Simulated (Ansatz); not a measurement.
# SbS5: the cost of one run

Computed with Ansatz 0.2.0 (DFT PBE, scalar-relativistic, plane waves, PAW, unless a step's input says otherwise).

1 further run of the same task is left out (it didn't finish). Runs told in other sessions of the task aren't counted.

### Step 1. The system as given

Symmetry: F-43m, No. 216, cubic system. The conventional cell has a = 8.912 Å, b = 8.912 Å, c = 8.912 Å, α = 90.00°, β = 90.00°, γ = 90.00°. Around Sb (site symmetry -43m) lie 4 S at 2.48 Å. Around S (site symmetry 3m) lie 3 S at 2.26 Å and 1 Sb at 2.48 Å. Around S (site symmetry -43m) lie 12 S at 3.64 Å.

Coordinates:

```
Sb S
1.0
     0.00000    4.45605    4.45605
     4.45605    0.00000    4.45605
     4.45605    4.45605    0.00000
Sb S
1 5
Direct
  0.75000 0.75000 0.75000
  0.91034 0.91034 0.91034
  0.91034 0.91034 0.26897
  0.91034 0.26897 0.91034
  0.26897 0.91034 0.91034
  0.25000 0.25000 0.25000
```

Recipe of the guess: random cell by space group and Wyckoff sites (F-43m, No. 216). Lengths come from tabulated atomic sizes and are only a guess.

### Step 2. Probe: one point on a coarse mesh

File input.yaml:

```yaml
crystal:
  lattice:
    - [0.0, 4.45604922, 4.45604922]
    - [4.45604922, 0.0, 4.45604922]
    - [4.45604922, 4.45604922, 0.0]
  atoms:
    - { symbol: Sb, position: [0.75, 0.75, 0.75] }
    - { symbol: S, position: [0.91034287, 0.91034287, 0.91034287] }
    - { symbol: S, position: [0.91034287, 0.91034287, 0.26897138] }
    - { symbol: S, position: [0.91034287, 0.26897138, 0.91034287] }
    - { symbol: S, position: [0.26897138, 0.91034287, 0.91034287] }
    - { symbol: S, position: [0.25, 0.25, 0.25] }
basis:
  ecutwfc: 420
kpoints:
  mp_grid: { grid: [4, 4, 4] }
hamiltonian:
  xc: pbe
scf:
  occupations: { method: gaussian, width: 0.1 }
  lower_state_search: "off"
output:
  forces: true
  stress: true
  eigenvalues: true
```

Run with:

```bash
$ ansatz run input.yaml --threads 1 --pin off --max-ram 2560MiB --backend cpu --events-out ev --progress --plain --runs-dir out
```

**Question.** How long does this run take on 1 thread of AMD EPYC (Zen 3), shared host, and how much memory does it need?

About 10 s, with a peak of 0.39 GiB.
